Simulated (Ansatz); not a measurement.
# C2H10N2Ti: up Jacob's ladder to CCSD(T)

An exercise on one series of results from a longer session: the logs are not shown, and one member is left open.

The runs use Ansatz 0.2.0, Gaussian basis; functionals in def2-TZVPP, the program's frozen cores in correlated methods.

The runs, in order: LDA (SPW92), PBE-D4, revPBE-D4, BLYP-D4, r2SCAN-D4, B97M-V, PBE0-D4, B3LYP-D4, r2SCANh-D4, r2SCAN0-D4, HSE06-D4, BHLYP-D4, CAM-B3LYP-D4, LC-ωPBE, ωB97X-V, ωB97M-V, B2PLYP, PBE-QIDH; CCSD(T)/def2-SVP; MP2/def2-TZVPP; MP2/def2-QZVPP; RPA on PBE.

### The relaxed structure

All runs share one geometry, relaxed beforehand with PBE0-D4 in a triple-zeta def2 set.

SMILES `[CH3][Ti]([CH3])([NH2])[NH2]`, 15 atoms, charge 0, spin multiplicity 1.

Atoms are counted from 1 here; the program's logs count them from 0.

Bond lengths: C1–Ti2 2.076 Å, C1–H6 1.095 Å, C1–H7 1.096 Å, C1–H8 1.095 Å, Ti2–C3 2.076 Å, Ti2–N4 1.881 Å, Ti2–N5 1.882 Å, C3–H9 1.096 Å, C3–H10 1.095 Å, C3–H11 1.095 Å, N4–H12 1.011 Å, N4–H13 1.011 Å, N5–H14 1.012 Å, N5–H15 1.009 Å. Angles: Ti2–C1–H6 111.1°, Ti2–C1–H7 109.0°, Ti2–C1–H8 111.1°, H6–C1–H7 108.8°, H6–C1–H8 108.2°, H7–C1–H8 108.6°, C1–Ti2–C3 106.8°, C1–Ti2–N4 111.3°, C1–Ti2–N5 108.0°, C3–Ti2–N4 111.4°, C3–Ti2–N5 108.0°, N4–Ti2–N5 111.2°, Ti2–C3–H9 109.0°, Ti2–C3–H10 111.1°, Ti2–C3–H11 111.2°, H9–C3–H10 108.8°, H9–C3–H11 108.6°, H10–C3–H11 108.2° and more.

Set-up of the first run:

Input file in.yaml:

```yaml
crystal:
  periodic: [false, false, false]
  atoms:
    - {symbol: C, position_ang: [-1.849095, 0.147381, 0.567967]}
    - {symbol: Ti, position_ang: [0.118545, 0.194260, -0.093480]}
    - {symbol: C, position_ang: [0.965647, -1.631278, 0.417382]}
    - {symbol: N, position_ang: [1.064247, 1.628133, 0.673948]}
    - {symbol: N, position_ang: [0.097204, 0.318909, -1.971309]}
    - {symbol: H, position_ang: [-2.341653, 1.112200, 0.406333]}
    - {symbol: H, position_ang: [-1.860710, -0.079752, 1.640499]}
    - {symbol: H, position_ang: [-2.423753, -0.621874, 0.041317]}
    - {symbol: H, position_ang: [0.843266, -1.792231, 1.494940]}
    - {symbol: H, position_ang: [2.034111, -1.650163, 0.177212]}
    - {symbol: H, position_ang: [0.480675, -2.455269, -0.116659]}
    - {symbol: H, position_ang: [0.650079, 2.496347, 0.986443]}
    - {symbol: H, position_ang: [2.048069, 1.615905, 0.908260]}
    - {symbol: H, position_ang: [-0.365395, -0.366198, -2.555083]}
    - {symbol: H, position_ang: [0.516666, 1.032831, -2.548566]}
basis:
  gaussian: {orbitals: def2-TZVPP}
hamiltonian: {xc: lda}
output: {orbitals: {seedname: orbitals}}
```

Started as:

```
$ ansatz run in.yaml --threads 4 --pin off --events-out ev --progress --plain --max-ram 11315MiB
```

Steps of the session up to this table: LDA; PBE-D4 (GGA); revPBE-D4 (GGA); BLYP-D4 (GGA); r2SCAN-D4 (meta-GGA); B97M-V (meta-GGA); B3LYP-D4 (hybrid); r2SCANh-D4 (hybrid); r2SCAN0-D4 (hybrid); HSE06-D4 (hybrid); BHLYP-D4 (hybrid); CAM-B3LYP-D4 (range-separated); LC-ωPBE (range-separated); ωB97X-V (range-separated); ωB97M-V (range-separated); B2PLYP (double hybrid); PBE-QIDH (double hybrid).

One table of the session follows, with a row left open; its other results are not shown here.

It belongs to the step «Frontier levels by functional». 

| functional | HOMO (eV) | gap (eV) |
| --- | --- | --- |
| LDA (SPW92) | -5.89 | 3.52 |
| PBE-D4 | -5.77 | 3.64 |
| revPBE-D4 | -5.72 | 3.67 |
| BLYP-D4 | -5.66 | 3.62 |
| r2SCAN-D4 | -6.06 | 4.12 |
| B97M-V | -6.16 | 4.20 |
| PBE0-D4 | -7.17 | 6.18 |
| B3LYP-D4 | -6.93 | 5.63 |
| r2SCANh-D4 | -6.58 | 5.07 |
| r2SCAN0-D4 | -7.36 | 6.49 |
| HSE06-D4 | -6.76 | 5.38 |
| BHLYP-D4 | -8.46 | 8.72 |
| CAM-B3LYP-D4 | ? | ? |
| LC-ωPBE | -10.04 | 11.38 |
| ωB97X-V | -9.67 | 10.95 |
| ωB97M-V | -9.56 | 10.67 |

**Question.** Estimate the row for CAM-B3LYP-D4.

**Answer.** HOMO (eV): -8.61; gap (eV): 8.76. In the column «HOMO (eV)» it lies between ωB97M-V (-9.56) and BHLYP-D4 (-8.46).
